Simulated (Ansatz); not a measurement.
This script for a short molecular-dynamics run of BH5O2Si, SMILES BO[SiH2]O with Ansatz 0.2.0, Python API holds a mistake.

The script, `bh5o2si_md.py`:
```python
import ansatz
import numpy as np

BASIS = "def2-SVP"
FUNCTIONAL = "HF"
N_STEPS = 30
TEMPERATURE_K = 800

molecule = (
    ansatz.Crystal.molecule()
    .atom("B", (-1.5649, 0.5187, 0.6707))
    .atom("O", (-1.0962, -0.2058, -0.4727))
    .atom("Si", (0.5817, -0.2269, -0.2762))
    .atom("O", (1.4025, -1.101, -1.5523))
    .atom("H", (-1.9319, 0.0026, 1.635))
    .atom("H", (-1.7743, 1.7463, 0.5586))
    .atom("H", (1.1717, 1.1473, -0.268))
    .atom("H", (0.9955, -0.8617, 1.0068))
    .atom("H", (2.3043, -1.0659, -1.319))
)

calc = molecule.calculation()
calc = calc.basis(gaussian=BASIS)
calc = calc.functional(FUNCTIONAL)
calc = calc.md("nve", timestep=0.25, steps=N_STEPS, temperature=TEMPERATURE_K, initial_velocities="maxwell_boltzmann", seed=43)
frames = []
outcome = calc.session().execute(on_event=lambda e: frames.append(e["data"]) if e["event"] == "md_step" else None)
print("t (fs)   E_pot (eV)      E_kin (eV)   T (K)   d(0-1) (A)")
for f in frames[::2]:
    xyz = np.array(f["positions_ang"])
    print(f"{f['time_fs']:6.2f} {f['lagrangian_ev']:14.5f} {f['e_kin_ev']:10.5f} {f['temperature_k']:8.1f} {np.linalg.norm(xyz[0] - xyz[1]):9.4f}")
kept = np.array([f["conserved_ev"] for f in frames])
print(f"conserved energy moves by at most {1000 * np.ptp(kept):.3f} meV")
symbols = [site.symbol for site in molecule.cartesian_sites]
with open("last_frame.xyz", "w") as handle:
    handle.write(f"{len(symbols)}\nt = {frames[-1]['time_fs']} fs\n")
    handle.writelines("{:2s} {:10.5f} {:10.5f} {:10.5f}\n".format(s, *xyz) for s, xyz in zip(symbols, frames[-1]["positions_ang"]))
```

```console
$ python bh5o2si_md.py
Traceback (most recent call last):
  File "bh5o2si_md.py", line 27, in <module>
    outcome = calc.session().execute(on_event=lambda e: frames.append(e["data"]) if e["event"] == "md_step" else None)
              ^^^^^^^^^^^^^^^^^^^^^^
AttributeError: 'ansatz.Session' object has no attribute 'execute'
$ echo $?
1
```

Why does it end like this?

The fault: a session has to be planned before it's executed. The change:

```diff
--- before
+++ after
@@ -26,3 +26,3 @@
 frames = []
-outcome = calc.session().execute(on_event=lambda e: frames.append(e["data"]) if e["event"] == "md_step" else None)
+outcome = calc.session().plan().execute(on_event=lambda e: frames.append(e["data"]) if e["event"] == "md_step" else None)
 print("t (fs)   E_pot (eV)      E_kin (eV)   T (K)   d(0-1) (A)")
```

After the fix:

```console
$ python bh5o2si_md.py
t (fs)   E_pot (eV)      E_kin (eV)   T (K)   d(0-1) (A)
  0.00   -12683.18902    0.72386    800.0    1.4325
  0.50   -12683.19180    0.72663    803.1    1.4312
  1.00   -12683.18370    0.71851    794.1    1.4293
  1.50   -12683.16414    0.69893    772.4    1.4267
  2.00   -12683.13214    0.66694    737.1    1.4235
  2.50   -12683.08917    0.62408    689.7    1.4196
  3.00   -12683.04266    0.57777    638.5    1.4150
  3.50   -12683.00560    0.54093    597.8    1.4098
  4.00   -12682.99131    0.52675    582.2    1.4039
  4.50   -12683.00689    0.54229    599.3    1.3973
  5.00   -12683.04996    0.58519    646.7    1.3903
  5.50   -12683.11014    0.64515    713.0    1.3829
  6.00   -12683.17330    0.70810    782.6    1.3752
  6.50   -12683.22566    0.76031    840.3    1.3675
  7.00   -12683.25659    0.79115    874.4    1.3599
  7.50   -12683.26047    0.79505    878.7    1.3525
conserved energy moves by at most 0.882 meV
```

It writes `last_frame.xyz`:
```text
9
t = 7.5 fs
B    -1.54781    0.52300    0.59556
O    -1.11725   -0.22671   -0.44459
Si    0.59893   -0.22661   -0.30276
O     1.36082   -1.06108   -1.50596
H    -1.62799   -0.14505    1.63657
H    -1.68255    1.76590    0.58890
H     1.15929    1.12124    0.02559
H     1.00629   -0.88132    0.94542
H     2.24248   -1.24820   -1.21897
```

Notes:
- Total energies depend on the basis set; only differences at equal settings carry meaning.
- The trajectory is only some femtoseconds long, so its temperature is not equilibrated; where the script doesn't relax first, it starts from a rough generated geometry.
- The temperature counts the internal degrees of freedom alone.
- It ran for 38 s on 1 thread of Arm Neoverse V1, with other jobs on the host, peak memory 0.22 GiB.

(Lines on the test bed's own set-up are left out of the output.)
